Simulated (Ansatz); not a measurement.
Debugging a search for lower mean-field states of CH₅SSb, SMILES S[CH2][SbH2] (Ansatz 0.2.0 through its Python package).

`states_ch5ssb.py`:
```python
# -*- coding: utf-8 -*-
import ansatz as az
import numpy as np

system = (
    az.Crystal.molecule()
    .atom("S", (-1.8654, 0.222, -0.0459))
    .atom("C", (-0.1149, 0.4716, -0.0834))
    .atom("Sb", (0.7621, -0.9588, 1.2441))
    .atom("H", (-2.0355, 1.3156, -0.9919))
    .atom("H", (0.1524, 1.494, 0.2293))
    .atom("H", (0.2686, 0.323, -1.1129))
    .atom("H", (2.4148, -0.6623, 0.5738))
    .atom("H", (0.5101, -2.2621, 0.131))
)
symbols = [site.symbol for site in system.cartesian_sites]

start = np.array([site.position_ang for site in system.cartesian_sites])
for factor in [1.0, 1.25, 1.6]:
    xyz = (start - start.mean(axis=0)) * factor
    scaled = az.Crystal.molecule()
    for symbol, place in zip(symbols, xyz):
        scaled = scaled.atom(symbol, place.tolist())
    calculation = scaled.calculation()
    calculation = calculation.basis(gaussian="def2-SVP")
    calculation = calculation.functional("hf")
    calculation = calculation.stress()
    calculation = calculation.spin("collinear")
    for search in ("off", "standard"):
        try:
            r = calculation.scf(lower_state_search=search).run(threads=1).report
        except az.AnsatzError as error:
            print(f"x{factor} search {search}: {type(error).__name__}")
            continue
        state = r["mean_field"]["state"]
        print(f"all distances x{factor}, search {search:8s} E = {r['free_energy_ev']:.5f} eV  <S^2> = {abs(state['spin_squared']):.3f}  other states met: {len(r['mean_field']['others'])}")
```

```console
$ python states_ch5ssb.py
x1.0 search off: RefusalError
x1.0 search standard: RefusalError
x1.25 search off: RefusalError
x1.25 search standard: RefusalError
x1.6 search off: RefusalError
x1.6 search standard: RefusalError
```

Why does it end like this?

The fault: a molecule has no stress. Mended:

```diff
--- before
+++ after
@@ -26,3 +26,2 @@
     calculation = calculation.functional("hf")
-    calculation = calculation.stress()
     calculation = calculation.spin("collinear")
```

After the fix:

```console
$ python states_ch5ssb.py
all distances x1.0, search off      E = -18431.81324 eV  <S^2> = 0.000  other states met: 0
all distances x1.0, search standard E = -18431.81324 eV  <S^2> = 0.000  other states met: 0
all distances x1.25, search off      E = -18424.33590 eV  <S^2> = 0.000  other states met: 0
all distances x1.25, search standard E = -18424.54968 eV  <S^2> = 1.030  other states met: 7
all distances x1.6, search off      E = -18409.94190 eV  <S^2> = 0.000  other states met: 0
all distances x1.6, search standard E = -18417.61513 eV  <S^2> = 4.925  other states met: 10
```

Total energies depend on the basis set; only differences at equal settings carry meaning. The count of other states can hold repeated and symmetry-equivalent ends of the search; scaling all distances is a test, and for more than two atoms no physical path. The geometry comes from a force field and isn't relaxed at this level. def2 sets replace the cores of elements past krypton by effective core potentials. The expectation value of S² is noticeably off S(S+1) in at least one run, so that state is spin-contaminated. The whole script took 32 s on 1 thread of Arm Neoverse V2, on a shared host, peak memory 0.3 GiB.

(A comment or docstring line of the script was reworded after the run, the code is as it ran; lines on the test bed's own set-up are left out of the output.)
